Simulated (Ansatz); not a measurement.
**CH6N2Si: a ladder of functionals and wavefunction methods**

Aim: compute CH6N2Si with functionals from several rungs and with coupled cluster. The yardstick is the atomisation energy at the CCSD(T) limit.

The runs use Ansatz 0.2.0, Gaussian basis; functionals in def2-TZVPP, the program's frozen cores in correlated methods.

Plan: LDA (SPW92), PBE-D4, revPBE-D4, BLYP-D4, r2SCAN-D4, B97M-V, PBE0-D4, B3LYP-D4, r2SCANh-D4, r2SCAN0-D4, HSE06-D4, BHLYP-D4, CAM-B3LYP-D4, LC-ωPBE, ωB97X-V, ωB97M-V, B2PLYP, PBE-QIDH; CCSD(T)/def2-SVP; CCSD(T)/def2-TZVPP; MP2/def2-QZVPP; extrapolation to the limit; RPA on PBE.

### Step 1. The geometry

The geometry comes from an earlier relaxation with PBE0-D4 in a triple-zeta def2 set; it is a stationary point, not always the lowest conformer.

SMILES `N[SiH]1CN1`, 10 atoms, charge 0, spin multiplicity 1.

Atoms are counted from 1 here; the program's logs count them from 0.

Bond lengths: N1–Si2 1.694 Å, N1–H5 1.005 Å, N1–H6 1.005 Å, Si2–C3 1.828 Å, Si2–N4 1.692 Å, Si2–H7 1.481 Å, C3–N4 1.509 Å, C3–H8 1.091 Å, C3–H9 1.089 Å, N4–H10 1.006 Å. Angles: Si2–N1–H5 122.9°, Si2–N1–H6 121.9°, H5–N1–H6 113.3°, N1–Si2–C3 129.3°, N1–Si2–N4 118.3°, N1–Si2–H7 107.5°, C3–Si2–N4 50.6°, C3–Si2–H7 118.4°, N4–Si2–H7 123.1°, Si2–C3–N4 60.0°, Si2–C3–H8 118.3°, Si2–C3–H9 125.2°, N4–C3–H8 116.5°, N4–C3–H9 113.8°, H8–C3–H9 112.1°, Si2–N4–C3 69.4°, Si2–N4–H10 134.4°, C3–N4–H10 119.3°.

### Step 2. LDA

This LDA is Slater exchange with PW92 correlation.

Contents of in.yaml:

```yaml
crystal:
  periodic: [false, false, false]
  atoms:
    - {symbol: N, position_ang: [-1.675363, 0.788321, -0.016028]}
    - {symbol: Si, position_ang: [-0.023523, 0.504583, 0.232998]}
    - {symbol: C, position_ang: [0.885619, -1.081280, 0.268468]}
    - {symbol: N, position_ang: [0.854675, -0.258378, -0.996308]}
    - {symbol: H, position_ang: [-2.258871, 0.174324, -0.557739]}
    - {symbol: H, position_ang: [-2.196768, 1.425740, 0.559980]}
    - {symbol: H, position_ang: [0.508677, 1.639873, 1.020283]}
    - {symbol: H, position_ang: [1.837464, -1.120785, 0.801175]}
    - {symbol: H, position_ang: [0.433686, -2.066255, 0.163600]}
    - {symbol: H, position_ang: [1.717703, -0.057242, -1.473531]}
basis:
  gaussian: {orbitals: def2-TZVPP}
hamiltonian: {xc: lda}
output: {orbitals: {seedname: orbitals}}
```

Launch:

```sh
ansatz run in.yaml --threads 2 --pin off --events-out ev --progress --plain --max-ram 4352MiB
```

The runs that follow: PBE-D4 (GGA); revPBE-D4 (GGA); BLYP-D4 (GGA); r2SCAN-D4 (meta-GGA); B97M-V (meta-GGA); PBE0-D4 (hybrid); B3LYP-D4 (hybrid); r2SCANh-D4 (hybrid); r2SCAN0-D4 (hybrid); HSE06-D4 (hybrid); BHLYP-D4 (hybrid); CAM-B3LYP-D4 (range-separated); LC-ωPBE (range-separated); ωB97X-V (range-separated); ωB97M-V (range-separated); B2PLYP (double hybrid); PBE-QIDH (double hybrid); CCSD(T) in def2-SVP; CCSD(T) in def2-TZVPP; MP2 in def2-QZVPP; RPA on PBE orbitals.

Q: Predict the results of all the runs planned. Wanted: atomisation energy, CCSD(T)/CBS; farthest beyond LDA; mean size of error, GGA; mean size of error, meta-GGA; mean size of error, hybrid; mean size of error, range-separated; mean size of error, double hybrid; gap, smallest and largest; T1 diagnostic.

As calculated:

| quantity | value |
| --- | --- |
| atomisation energy, CCSD(T)/CBS | 3531.9 kJ/mol |
| functionals within 17.7 kJ/mol (0.5 %) | revPBE-D4, BLYP-D4, r2SCAN-D4, B97M-V, PBE0-D4, B3LYP-D4, HSE06-D4, LC-ωPBE |
| farthest beyond LDA | BHLYP-D4 (-104.1 kJ/mol) |
| mean size of error, GGA | 35.4 kJ/mol |
| mean size of error, meta-GGA | 8.9 kJ/mol |
| mean size of error, hybrid | 37.8 kJ/mol |
| mean size of error, range-separated | 20.5 kJ/mol |
| mean size of error, double hybrid | 38.8 kJ/mol |
| gap, smallest and largest | 5.10 eV (BLYP-D4), 12.18 eV (LC-ωPBE) |
| T1 diagnostic | 0.0110 |
| triples share of the correlation energy | 3.9 % |

In words: The LDA atomisation energy is off by 531.5 kJ/mol (15 %): it overbinds. PBE-D4 misses by +75.4 kJ/mol. Double hybrids carry the basis error of their MP2 part in triple zeta, and no dispersion term here, so their miss is partly the set-up's. Taken by rung, meta-GGA functionals do best (8.9 kJ/mol on average) and double hybrid ones worst beyond LDA (38.8 kJ/mol). Misses under about 17.7 kJ/mol are within the doubt on the reference itself, which lacks core-valence correlation, relativity and higher excitations. Hartree-Fock recovers 68 % of the binding; the rest is correlation. CCSD(T) in def2-SVP is off by -295.4 kJ/mol, which most functionals beat. The gap grows from 5.1 to 12.2 eV across the functionals, mostly with the share of exact exchange.
